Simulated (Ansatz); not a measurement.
This was printed by a script on Ansatz's Python interface, for a single point in a Gaussian basis of C2H2ClFSSn, SMILES FC#[C][SnH]([SH])[Cl]. What did the script look like? Level of theory: PBE, def2-TZVP basis, multiplicity 1.

```xyz
8

F     1.9457   -0.3751    3.1523
C     1.3209   -0.1287    1.9542
C     0.7738    0.0606    0.8689
Sn   -0.0199    0.3897   -0.9825
S    -2.4929    0.3290   -0.7399
Cl    0.5648   -1.3063   -2.4692
H     0.4281    1.9377   -1.6050
H    -2.4284   -0.9640   -0.2347
```

Running `python run_energy.py` prints:
```text
crystal:
  periodic: [false, false, false]
  atoms:
    - { symbol: F, position_ang: [1.9457, -0.3751, 3.1523] }
    - { symbol: C, position_ang: [1.3209, -0.1287, 1.9542] }
    - { symbol: C, position_ang: [0.7738, 0.0606, 0.8689] }
    - { symbol: Sn, position_ang: [-0.0199, 0.3897, -0.9825] }
    - { symbol: S, position_ang: [-2.4929, 0.329, -0.7399] }
    - { symbol: Cl, position_ang: [0.5648, -1.3063, -2.4692] }
    - { symbol: H, position_ang: [0.4281, 1.9377, -1.605] }
    - { symbol: H, position_ang: [-2.4284, -0.964, -0.2347] }
basis:
  gaussian:
    orbitals: def2-TZVP
hamiltonian:
  xc: pbe

E = -33999.588120 eV = -1249.4618177 Ha
converged: True  doubts: none
```

The script that was run (others could print the same):

`run_energy.py`
```python
"""Single point of C2H2ClFSSn in a Gaussian basis."""

import warnings

import ansatz as az

warnings.simplefilter("ignore", az.DeckWarning)

geometry = (
    az.Crystal.molecule()
    .atom("F", (1.9457, -0.3751, 3.1523))
    .atom("C", (1.3209, -0.1287, 1.9542))
    .atom("C", (0.7738, 0.0606, 0.8689))
    .atom("Sn", (-0.0199, 0.3897, -0.9825))
    .atom("S", (-2.4929, 0.329, -0.7399))
    .atom("Cl", (0.5648, -1.3063, -2.4692))
    .atom("H", (0.4281, 1.9377, -1.605))
    .atom("H", (-2.4284, -0.964, -0.2347))
)

job = geometry.calculation()
job = job.basis(gaussian="def2-TZVP").functional("pbe")
print(job.to_yaml())
r = job.session().plan(threads=1).execute().report

print(f"E = {r['free_energy_ev']:.6f} eV = {r['free_energy_ev'] / 27.211386246:.7f} Ha")
print("converged:", r["converged"], " doubts:", r["published_state_doubts"] or "none")
```

Caveats:
- Total energies depend on the basis set; only differences at equal settings carry meaning.
- The geometry is a force-field or estimated start, not a minimum of this method, and the basis set is short of its limit.
- def2 sets replace the cores of elements past krypton by effective core potentials.
- Wall time of the script: 8.1 s on 1 thread of Arm Neoverse V1 (shared host), peak memory 0.37 GiB.
